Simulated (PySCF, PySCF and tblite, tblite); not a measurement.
**C3H8SSi: a path driven as ring inversion, and NMR exchange**

An exercise on one series of results from a longer session: the logs are not shown, and one member is left open.

Computed with tblite 0.8.0 (tight binding) and PySCF 2.14.0 (DFT, with response routines of our own); each step states its level. Atoms count from 0 throughout.

## The molecule as given

13 atoms, charge 0, multiplicity 1; geometry from: force field or distance geometry start.

Bonds of the start (Å): C0–C1 1.52, C0–H5 1.10, C0–H6 1.10, C0–Si4 1.87, C1–H7 1.11, C1–H8 1.08, C1–S2 1.84, C3–H10 1.10, C3–H9 1.08, C3–Si4 1.86, S2–C3 1.83, Si4–H11 1.48, Si4–H12 1.48.

Set-up of the first run:

The job: settings as JSON, then the geometry in Å.

```
{"job": {"xc": "GFN2-xTB", "basis": "xTB", "kind": "relax"}, "charge": 0, "multiplicity": 1}
C     -0.990000     0.744400    -0.090300
C     -1.323300    -0.678000     0.324500
S     -0.153300    -1.791900    -0.546700
C      1.390200    -0.850300    -0.238700
Si     0.874300     0.926500    -0.079100
H     -1.478600     1.468000     0.580100
H     -1.379000     0.938900    -1.103700
H     -1.176600    -0.820200     1.416800
H     -2.346200    -0.948500     0.087200
H      2.088200    -1.031500    -1.046000
H      1.830400    -1.228100     0.697700
H      1.333900     1.509800     1.201300
H      1.325700     1.761400    -1.221100
```

Command:

```console
$ OMP_NUM_THREADS=1 python ens_run.py task.json out
```

This one command runs the whole study; its stages follow in the order run.

Among the steps run: GFN2-xTB relaxation, start minimum; Relaxed scan, ring torsion 3 driven; Relaxed scan, ring torsion 1 driven; Nudged elastic band, leg 1; Saddle search, leg 1; DFT refinement, start: PBE0-D3(BJ)/def2-SVP; Shieldings, start: PBE0/pcSseg-1; Shieldings, saddle of leg 1: PBE0/pcSseg-1; Kinetics and line shapes; Shieldings, start: PBE0/def2-SVP; Single-point energy, saddle of leg 1: PBE0/def2-SVP; Second level: PBE0/def2-SVP + D3(BJ); Shieldings, start: PBE0/pcSseg-1 in dimethylsulfoxide; Single-point energy, saddle of leg 1: PBE0/pcSseg-1 in dimethylsulfoxide; Second level: PBE0/pcSseg-1 + D3(BJ), IEF-PCM dimethylsulfoxide.

One table of the session follows, with a row left open; its other results are not shown here.

Barriers by level (kcal/mol; entropies in cal/(mol K)). Zero-point and thermal terms come from xTB in every row. ΔG‡ leaves symmetry out; the rate counts equivalent paths (a factor of 2); effective ΔG‡, where given, is the barrier that would give that rate by Eyring's equation alone:

```
                                            level   ΔE‡  with zero-point   ΔH‡  ΔG‡ (298 K)  k at 298 K (1/s)
                                         GFN2-xTB  2.33             2.16  1.77         2.49           1.9e+11
                             PBE0-D3(BJ)/def2-SVP     ?                ?     ?            ?                 ?
                           PBE0/pcSseg-1 + D3(BJ)  2.38             2.21  1.82         2.54           1.7e+11
PBE0/pcSseg-1 + D3(BJ), IEF-PCM dimethylsulfoxide  2.16             2.00  1.60         2.32           2.5e+11
```

Q: Estimate the row for PBE0-D3(BJ)/def2-SVP from the others.

The run gave: ΔE‡: 2.09; with zero-point: 1.93; ΔH‡: 1.54; ΔG‡ (298 K): 2.26; k at 298 K (1/s): 2.8e+11. In the column «ΔE‡» it is the lowest.
